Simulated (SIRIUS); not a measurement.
# TiB2 (P6/mmm) in SIRIUS: reference runs, part 2 of 2

SIRIUS 7.12.0.

**3. Single point, PBEsol (atoms moved at random)**

sirius.json

```json
{
  "control": {
    "processing_unit": "cpu",
    "std_evp_solver_name": "lapack",
    "gen_evp_solver_name": "lapack",
    "verbosity": 2,
    "print_forces": true,
    "ortho_rf": true,
    "use_second_variation": true,
    "rmt_max": 3.0,
    "num_bands_to_print": 21,
    "save_wf": true
  },
  "parameters": {
    "electronic_structure_method": "full_potential_lapwlo",
    "xc_functionals": ["XC_GGA_X_PBE_SOL", "XC_GGA_C_PBE_SOL"],
    "core_relativity": "dirac",
    "valence_relativity": "iora",
    "num_fv_states": 21,
    "smearing": "fermi_dirac",
    "smearing_width": 0.0018374661,
    "pw_cutoff": 22,
    "gk_cutoff": 4.22,
    "lmax_apw": 10,
    "lmax_rho": 8,
    "lmax_pot": 8,
    "num_mag_dims": 0,
    "auto_rmt": 0,
    "ngridk": [10, 10, 8],
    "shiftk": [0, 0, 0],
    "num_dft_iter": 80,
    "energy_tol": 1e-07,
    "density_tol": 1e-05,
    "use_symmetry": true
  },
  "settings": {"tol_ne": 1e-10},
  "iterative_solver": {"type": "exact"},
  "mixer": {"type": "anderson", "beta": 0.5, "max_history": 8},
  "unit_cell": {
    "lattice_vectors": [[5.7243583767, 0.0, 0.0], [-2.8621791884, 4.9574397745, 0.0], [0.0, 0.0, 6.1007918207]],
    "atom_types": ["B", "Ti"],
    "atom_files": {"B": "B.json", "Ti": "Ti.json"},
    "atoms": {
      "B": [[0.656398, 0.313478, 0.502741], [0.331489, 0.666492, 0.494086]],
      "Ti": [[-0.003371, -0.013915, -0.015266]]
    }
  }
}
```

B.json

```json
{
  "name": "boron",
  "symbol": "B",
  "number": 5,
  "mass": 10.811,
  "rmin": 1e-06,
  "rmt": 1.54,
  "nrmt": 800,
  "rinf": 17.81,
  "core": "",
  "valence": [
    {"basis": [{"enu": 0.22, "dme": 0, "n": 0, "auto": 0}, {"enu": 0.22, "dme": 1, "n": 0, "auto": 0}]},
    {"l": 0, "n": 1, "basis": [{"enu": 0.2659, "dme": 0, "n": 0, "auto": 0}]},
    {"l": 1, "n": 2, "basis": [{"enu": 0.32, "dme": 0, "n": 0, "auto": 0}]},
    {"l": 2, "n": 3, "basis": [{"enu": 0.32, "dme": 0, "n": 0, "auto": 0}]},
    {"l": 3, "n": 4, "basis": [{"enu": 0.32, "dme": 0, "n": 0, "auto": 0}]}
  ],
  "lo": [
    {
      "l": 0,
      "basis": [{"enu": 0.2659, "dme": 0, "n": 0, "auto": 0}, {"enu": 0.2659, "dme": 1, "n": 0, "auto": 0}]
    },
    {
      "l": 0,
      "basis": [{"enu": 0.2659, "dme": 1, "n": 0, "auto": 0}, {"enu": 0.2659, "dme": 2, "n": 0, "auto": 0}]
    },
    {
      "l": 0,
      "basis": [{"enu": -6.1064, "dme": 0, "n": 1, "auto": 1}, {"enu": -6.1064, "dme": 1, "n": 1, "auto": 1}]
    },
    {
      "l": 0,
      "basis": [{"enu": 0.2659, "dme": 0, "n": 0, "auto": 0}, {"enu": 5.3258, "dme": 0, "n": 0, "auto": 0}]
    },
    {"l": 1, "basis": [{"enu": 0.32, "dme": 0, "n": 0, "auto": 0}, {"enu": 0.32, "dme": 1, "n": 0, "auto": 0}]},
    {"l": 1, "basis": [{"enu": 0.32, "dme": 1, "n": 0, "auto": 0}, {"enu": 0.32, "dme": 2, "n": 0, "auto": 0}]},
    {"l": 1, "basis": [{"enu": 0.32, "dme": 0, "n": 0, "auto": 0}, {"enu": 6.1389, "dme": 0, "n": 0, "auto": 0}]},
    {"l": 2, "basis": [{"enu": 0.32, "dme": 0, "n": 0, "auto": 0}, {"enu": 0.32, "dme": 1, "n": 0, "auto": 0}]},
    {"l": 2, "basis": [{"enu": 0.32, "dme": 1, "n": 0, "auto": 0}, {"enu": 0.32, "dme": 2, "n": 0, "auto": 0}]},
    {"l": 2, "basis": [{"enu": 0.32, "dme": 0, "n": 0, "auto": 0}, {"enu": 6.8978, "dme": 0, "n": 0, "auto": 0}]},
    {"l": 3, "basis": [{"enu": 0.32, "dme": 0, "n": 0, "auto": 0}, {"enu": 0.32, "dme": 1, "n": 0, "auto": 0}]}
  ],
  "free_atom": [... radial grid and density of the free atom, the start of the SCF ...]
}
```

Ti.json

```json
{
  "name": "titanium",
  "symbol": "Ti",
  "number": 22,
  "mass": 47.867,
  "rmin": 1e-06,
  "rmt": 2.12,
  "nrmt": 800,
  "rinf": 17.51,
  "core": "1s2s2p",
  "valence": [
    {"basis": [{"enu": 0.22, "dme": 0, "n": 0, "auto": 0}, {"enu": 0.22, "dme": 1, "n": 0, "auto": 0}]},
    {"l": 0, "n": 1, "basis": [{"enu": 0.32, "dme": 0, "n": 0, "auto": 0}]},
    {"l": 1, "n": 2, "basis": [{"enu": 0.32, "dme": 0, "n": 0, "auto": 0}]},
    {"l": 2, "n": 3, "basis": [{"enu": 0.32, "dme": 0, "n": 0, "auto": 0}]},
    {"l": 3, "n": 4, "basis": [{"enu": 0.32, "dme": 0, "n": 0, "auto": 0}]}
  ],
  "lo": [
    {"l": 0, "basis": [{"enu": 0.32, "dme": 0, "n": 0, "auto": 0}, {"enu": 0.32, "dme": 1, "n": 0, "auto": 0}]},
    {
      "l": 0,
      "basis": [{"enu": -1.8003, "dme": 0, "n": 3, "auto": 1}, {"enu": -1.8003, "dme": 1, "n": 3, "auto": 1}]
    },
    {
      "l": 0,
      "basis": [{"enu": -1.8003, "dme": 1, "n": 3, "auto": 1}, {"enu": 0.32, "dme": 0, "n": 0, "auto": 0}]
    },
    {"l": 0, "basis": [{"enu": 0.32, "dme": 0, "n": 0, "auto": 0}, {"enu": 3.88, "dme": 0, "n": 0, "auto": 0}]},
    {"l": 1, "basis": [{"enu": 0.32, "dme": 0, "n": 0, "auto": 0}, {"enu": 0.32, "dme": 1, "n": 0, "auto": 0}]},
    {
      "l": 1,
      "basis": [{"enu": -0.9403, "dme": 0, "n": 3, "auto": 1}, {"enu": -0.9403, "dme": 1, "n": 3, "auto": 1}]
    },
    {
      "l": 1,
      "basis": [{"enu": -0.9403, "dme": 1, "n": 3, "auto": 1}, {"enu": 0.32, "dme": 0, "n": 0, "auto": 0}]
    },
    {"l": 1, "basis": [{"enu": 0.32, "dme": 0, "n": 0, "auto": 0}, {"enu": 4.414, "dme": 0, "n": 0, "auto": 0}]},
    {"l": 2, "basis": [{"enu": 0.32, "dme": 0, "n": 0, "auto": 0}, {"enu": 0.32, "dme": 1, "n": 0, "auto": 0}]},
    {"l": 2, "basis": [{"enu": 0.32, "dme": 1, "n": 0, "auto": 0}, {"enu": 0.32, "dme": 2, "n": 0, "auto": 0}]},
    {"l": 2, "basis": [{"enu": 0.32, "dme": 0, "n": 0, "auto": 0}, {"enu": 3.791, "dme": 0, "n": 0, "auto": 0}]},
    {"l": 3, "basis": [{"enu": 0.32, "dme": 0, "n": 0, "auto": 0}, {"enu": 0.32, "dme": 1, "n": 0, "auto": 0}]},
    {"l": 3, "basis": [{"enu": 0.32, "dme": 0, "n": 0, "auto": 0}, {"enu": 4.1915, "dme": 0, "n": 0, "auto": 0}]}
  ],
  "free_atom": [... radial grid and density of the free atom, the start of the SCF ...]
}
```

sirius_start.json

```json
{
  "control": {
    "processing_unit": "cpu",
    "std_evp_solver_name": "lapack",
    "gen_evp_solver_name": "lapack",
    "verbosity": 1,
    "print_forces": false,
    "ortho_rf": true,
    "use_second_variation": true,
    "rmt_max": 3.0,
    "num_bands_to_print": 21,
    "save_wf": false
  },
  "parameters": {
    "electronic_structure_method": "full_potential_lapwlo",
    "xc_functionals": ["XC_LDA_X", "XC_LDA_C_PW"],
    "core_relativity": "dirac",
    "valence_relativity": "iora",
    "num_fv_states": 21,
    "smearing": "fermi_dirac",
    "smearing_width": 0.0055123983,
    "pw_cutoff": 22,
    "gk_cutoff": 3.38,
    "lmax_apw": 10,
    "lmax_rho": 8,
    "lmax_pot": 8,
    "num_mag_dims": 0,
    "auto_rmt": 0,
    "ngridk": [4, 4, 3],
    "shiftk": [0, 0, 0],
    "num_dft_iter": 30,
    "energy_tol": 0.01,
    "density_tol": 0.05,
    "use_symmetry": true
  },
  "settings": {"tol_ne": 1e-10},
  "iterative_solver": {"type": "exact"},
  "mixer": {"type": "anderson", "beta": 0.5, "max_history": 8},
  "unit_cell": {
    "lattice_vectors": [[5.7243583767, 0.0, 0.0], [-2.8621791884, 4.9574397745, 0.0], [0.0, 0.0, 6.1007918207]],
    "atom_types": ["B", "Ti"],
    "atom_files": {"B": "B.json", "Ti": "Ti.json"},
    "atoms": {
      "B": [[0.656398, 0.313478, 0.502741], [0.331489, 0.666492, 0.494086]],
      "Ti": [[-0.003371, -0.013915, -0.015266]]
    }
  }
}
```

Potentials or basis: all-electron FP-LAPW, apw+lo standard.

Launch:

```
> OMP_NUM_THREADS=1 sirius.scf --input=sirius_start.json --output=start.json
> OMP_NUM_THREADS=1 sirius.scf --input=sirius.json --output=output.json --task=1
```

The log of the run:

```text
[info] SIRIUS version : 7.12.0
[info] number of MPI ranks           : 1
[info] MPI grid                      : 1 1
[info] maximum number of OMP threads : 1
[fft] FFT context for density and potential
[fft] =====================================
[fft]   plane wave cutoff                     : 22
[fft]   grid size                             : 45 45 45   total : 91125
[fft]   grid limits                           : -22 22   -22 22   -22 22
[fft]   number of G-vectors within the cutoff : 31093
[fft]   number of G-shells                    : 1588
[fft] FFT context for coarse grid
[fft] =====================================
[fft]   plane wave cutoff                     : 8.44
[fft]   grid size                             : 18 18 20   total : 6480
[fft]   grid limits                           : -8 9   -8 9   -9 10
[fft]   number of G-vectors within the cutoff : 1739
[fft]   number of G-shells                    : 119
[unit cell] lattice vectors
[unit cell]   a1 :       5.7243583767      0.0000000000      0.0000000000
[unit cell]   a2 :      -2.8621791884      4.9574397745      0.0000000000
[unit cell]   a3 :       0.0000000000      0.0000000000      6.1007918207
[unit cell] reciprocal lattice vectors
[unit cell]   b1 :       1.0976226319      0.6337127220     -0.0000000000
[unit cell]   b2 :       0.0000000000      1.2674254440      0.0000000000
[unit cell]   b3 :       0.0000000000     -0.0000000000      1.0298966908
[unit cell] unit cell volume :       173.12925801 [a.u.^3]
[unit cell] 1/sqrt(omega)    :         0.07600021
[unit cell] MT volume        :        70.50846457 (40.73%)
[... 774 lines left out ...]
[find] atom      charge    core leakage
[find] --------------------------------------------------------------------------------
[find]    0    3.478259    0.000000e+00
[find]    1    3.477589    0.000000e+00
[find]    2   19.886454    1.450602e-08
[find] total core leakage    : 1.45060186e-08
[find] interstitial charge   : 5.157697
[find] total charge          : 31.999999
[find] Energy
[find] --------------------------------------------------------------------------------
[find] valence_eval_sum               :     -29.47288431
[find] core_eval_sum                  :    -488.34236664
[find] kinetic energy                 :     910.09927871
[find] enuc                           :   -1081.52044297
[find] <rho|V^{XC}>                   :     -64.31384493
[find] <rho|E^{XC}>                   :     -49.23313938
[find] <mag|B^{XC}>                   :       0.00000000
[find] <rho|V^{H}>                    :   -1363.60068476
[find] smearing (-TS)                 :      -0.00021061
[find] SCF correction                 :       0.00004518
[find] Total energy                   :    -902.45460084 (Ha),   -1804.90920168 (Ry)
[find] Free energy (E-TS)             :    -902.45481145 (Ha),   -1804.90962290 (Ry)
[find] band gap (eV)                  :       0.00000000
[find] Efermi                         :       0.41631083
[ground_state]
[ground_state] ==== total Forces in Ha/bohr =====
[ground_state] atom:    0, force:       0.0008719      0.0152070     -0.0089835
[ground_state] atom:    1, force:       0.0030898     -0.0178998     -0.0030303
[ground_state] atom:    2, force:      -0.0039652      0.0026957      0.0120352
[ground_state] ==== contribution from density =====
[ground_state] atom:    0, force:      -0.0009064      0.0220007     -0.0038034
[ground_state] atom:    1, force:       0.0021373     -0.0226652     -0.0111972
[ground_state] atom:    2, force:       0.0059307     -0.0043039     -0.0099869
[ground_state] ==== contribution from Hartree potential =====
[ground_state] atom:    0, force:       0.0008689      0.0149132     -0.0085880
[ground_state] atom:    1, force:       0.0030416     -0.0175650     -0.0028968
[ground_state] atom:    2, force:      -0.0093249      0.0064187      0.0292788
[ground_state] ==== contribution from IBS =====
[ground_state] atom:    0, force:       0.0009094     -0.0217068      0.0034080
[ground_state] atom:    1, force:      -0.0020891      0.0223304      0.0110637
[ground_state] atom:    2, force:      -0.0005710      0.0005809     -0.0072567
```

Run time: 6.5 min. Hardware: 1 thread of Arm Neoverse V1, shared host; peak memory 1.5 GiB.

What came out:

* Free energy: -24557.0464 eV
* Largest force: 0.947 eV/Å
* Band gap on the k mesh: none (metal or under the smearing width)
* All electrons inside the program's atomic spheres: Ti 19.89; B 3.48 (radii B 1.54, Ti 2.12 bohr)

Forces on the atoms (eV/Å):
```
Ti  -0.204  0.139  0.619
B    0.045  0.782 -0.462
B    0.159 -0.920 -0.156
```
